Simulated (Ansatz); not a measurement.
# AgClH3N: the cost of one run

Program: Ansatz 0.2.0, Gaussian basis. Level of theory: the settings change from run to run. These are calculated values, not measurements.

1 further run of the same task is left out (for a known fault of the program).

### 1 The relaxed structure

An earlier PBE0-D4 in a triple-zeta def2 set relaxation fixed the geometry. Ag takes a core potential in def2 sets; no spin-orbit term is included.

SMILES `[NH3+][Ag-][Cl]`, 6 atoms, charge 0, spin multiplicity 1.

Atoms are counted from 1 here; the program's logs count them from 0.

Bond lengths: N1–Ag2 2.159 Å, N1–H4 1.014 Å, N1–H5 1.014 Å, N1–H6 1.014 Å, Ag2–Cl3 2.268 Å. Angles: Ag2–N1–H4 111.2°, Ag2–N1–H5 111.2°, Ag2–N1–H6 111.2°, H4–N1–H5 107.7°, H4–N1–H6 107.7°, H5–N1–H6 107.7°, N1–Ag2–Cl3 180.0°.

### 2 wB97X-V/def2-SVPD

This run has high accuracy.

in.yaml

```yaml
crystal:
  periodic: [false, false, false]
  atoms:
    - {symbol: N, position_ang: [-0.589850, 0.572898, -0.380534]}
    - {symbol: Ag, position_ang: [0.819603, -0.805080, 0.499875]}
    - {symbol: Cl, position_ang: [2.300435, -2.252964, 1.424894]}
    - {symbol: H, position_ang: [-0.979495, 0.200581, -1.238964]}
    - {symbol: H, position_ang: [-0.148285, 1.458042, -0.601635]}
    - {symbol: H, position_ang: [-1.360308, 0.762524, 0.250165]}
basis:
  gaussian: {orbitals: def2-SVPD}
hamiltonian: {xc: {name: wB97X-V}}
accuracy: high
output: {forces: true}
```

Run with:

```console
ansatz run in.yaml --threads 2 --pin off --events-out ev --progress --plain --max-ram 22528MiB --backend cpu
```

What time and memory should one allow on 2 threads of AMD EPYC 7R13, shared host?

About 28 s, with a peak of 0.66 GiB.
